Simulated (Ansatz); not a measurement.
# CH₃GeN: basis-set convergence

An exercise on one series of results from a longer session: the logs are not shown, and one member is left open.

The runs use Ansatz 0.2.0, Gaussian basis; one geometry, several basis sets.

The runs, in order: PBE0-D4/def2-SVP; ωB97M-V/def2-SVP; PBE0-D4/def2-QZVPP; ωB97M-V/def2-QZVPP; the functionals' def2-TZVPP values are taken from earlier runs.

## Structure used throughout

The geometry comes from an earlier relaxation with PBE0-D4 in a triple-zeta def2 set; it is a stationary point.

6 atoms, charge 0, spin multiplicity 1.

Atoms are counted from 1 here; the program's logs count them from 0.

Bond lengths: N1–C2 1.151 Å, C2–Ge3 1.924 Å, Ge3–H4 1.528 Å, Ge3–H5 1.528 Å, Ge3–H6 1.528 Å. Angles: N1–C2–Ge3 180.0°, C2–Ge3–H4 106.9°, C2–Ge3–H5 106.9°, C2–Ge3–H6 106.9°, H4–Ge3–H5 111.9°, H4–Ge3–H6 111.9°, H5–Ge3–H6 111.9°.

Set-up of the first run:

in.yaml

```yaml
crystal:
  periodic: [false, false, false]
  atoms:
    - {symbol: N, position_ang: [0.584941, -2.257350, 0.822337]}
    - {symbol: C, position_ang: [0.314704, -1.207572, 0.434557]}
    - {symbol: Ge, position_ang: [-0.136426, 0.546826, -0.213650]}
    - {symbol: H, position_ang: [-1.455940, 0.413656, -0.972715]}
    - {symbol: H, position_ang: [1.005679, 0.989218, -1.127386]}
    - {symbol: H, position_ang: [-0.270958, 1.451123, 1.010758]}
basis:
  gaussian: {orbitals: def2-SVP}
hamiltonian: {xc: pbe0, dispersion: d4}
output: {orbitals: {seedname: orbitals}}
```

On the command line:

```
$ ansatz run in.yaml --threads 4 --pin off --events-out ev --progress --plain --max-ram 10444MiB
```

Steps of the session up to this table: PBE0-D4 in def2-SVP; ωB97M-V in def2-SVP; PBE0-D4 in def2-QZVPP; ωB97M-V in def2-QZVPP.

One of the session's tables, all rows but one given; the rest of the session is left out.

```
functional       basis  HOMO (eV)  LUMO (eV)
   PBE0-D4    def2-SVP      -9.64      -0.09
   PBE0-D4  def2-TZVPP      -9.71      -0.26
   PBE0-D4  def2-QZVPP      -9.72      -0.31
   ωB97M-V    def2-SVP          ?          ?
   ωB97M-V  def2-TZVPP     -11.99       1.82
   ωB97M-V  def2-QZVPP     -12.00       1.46
```

Q: Estimate the row for ωB97M-V, def2-SVP from the others.

As computed: HOMO (eV): -11.89; LUMO (eV): 2.04. In the column «HOMO (eV)» it lies between ωB97M-V, def2-TZVPP (-11.99) and PBE0-D4, def2-QZVPP (-9.72).
